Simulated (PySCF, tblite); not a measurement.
**C4H6N3O2−: geometry, infrared bands and NMR shifts**

Wanted: the infrared bands and NMR shifts of C4H6N3O2− (`COc1nn[n-]c1OC`), by calculation.

The runs use tblite 0.8.0 and PySCF 2.14.0, with density-fitted response routines of our own; the level of theory stands in each step. All values are computed, except where a source is named. Atoms are numbered from 0 throughout.

### 1 Starting geometry

15 atoms, charge -1, multiplicity 1; geometry from: force field or distance geometry start.

Bonds of the start (Å): C0–O1 1.40, O1–C2 1.41, C2–N3 1.37, N3–N4 1.36, N4–N5 1.36, N5–C6 1.34, C6–O7 1.42, O7–C8 1.41, C6–C2 1.36, C0–H9 1.10, C0–H10 1.10, C0–H11 1.10, C8–H12 1.10, C8–H13 1.09, C8–H14 1.09.

### 2 Geometry optimisation with GFN2-xTB

The job: settings as JSON, then the geometry in Å.

```
{"job": {"kind": "relax", "xc": "GFN2-xTB", "basis": "xTB"}, "charge": -1, "multiplicity": 1}
C     -2.851100    -0.601400     0.160700
O     -1.480200    -0.830000     0.329500
C     -0.680900     0.236000    -0.146600
N     -1.155200     1.375200    -0.730500
N     -0.032100     2.082600    -1.013900
N      1.107500     1.434100    -0.655100
C      0.682200     0.283300    -0.111700
O      1.503600    -0.741800     0.434600
C      2.878700    -0.432000     0.338300
H     -3.195200     0.281800     0.726000
H     -3.403600    -1.464600     0.557700
H     -3.121600    -0.512000    -0.897700
H      3.112400     0.471100     0.924900
H      3.443700    -1.261100     0.766200
H      3.187300    -0.313400    -0.704200
```

On the command line:

```
> OMP_NUM_THREADS=1 python probes_run.py task.json out
```

The driver reads the jobs from task.json and runs them one after another.

**Question.** This job is followed by: GFN2-xTB harmonic vibrations, gas phase; GIAO PBE0/pcSseg-1 NMR shielding, non-relativistic, gas phase. Predict these results of the whole session: strongest single infrared mode (GFN2-xTB); zero-point energy (GFN2-xTB); ¹³C shifts against TMS (PBE0/pcSseg-1, means over atoms taken as alike); ¹H shifts against TMS (PBE0/pcSseg-1, means over atoms taken as alike); ¹⁷O shifts against H2O (PBE0/pcSseg-1, means over atoms taken as alike); ¹⁵N shifts against NH3 (PBE0/pcSseg-1, means over atoms taken as alike).

As calculated:

| quantity | value |
| --- | --- |
| strongest single infrared mode (GFN2-xTB) | 1221 cm⁻¹, 319 km/mol |
| zero-point energy (GFN2-xTB) | 67.2 kcal/mol |
| ¹³C shifts against TMS (PBE0/pcSseg-1, means over atoms taken as alike) | 151.1, 56.3 ppm |
| ¹H shifts against TMS (PBE0/pcSseg-1, means over atoms taken as alike) | 3.97 ppm |
| ¹⁷O shifts against H2O (PBE0/pcSseg-1, means over atoms taken as alike) | 50.9 ppm |
| ¹⁵N shifts against NH3 (PBE0/pcSseg-1, means over atoms taken as alike) | 370.4, 345.0 ppm |

What this shows: The optimisation took 28 steps and gained 0.205 eV; among the close pairs (by a distance rule), N4–N5 changed most, from 1.359 to 1.322 Å. All 39 modes are real, so the xTB geometry is a minimum. The strongest single mode, at 1221 cm⁻¹, has its largest shares on N4, N3 and N5 (the list is cut at 3 atoms). Unscaled tight-binding wavenumbers are off by several per cent, some by more. Its intensities can rank the bands wrongly. At PBE0/pcSseg-1: The widest tensor belongs to N4: span 484 ppm, with a paramagnetic part of -424 ppm. NICS(1)zz of -31 ppm above the planar ring from C2 marks a diatropic (aromatic) ring current.
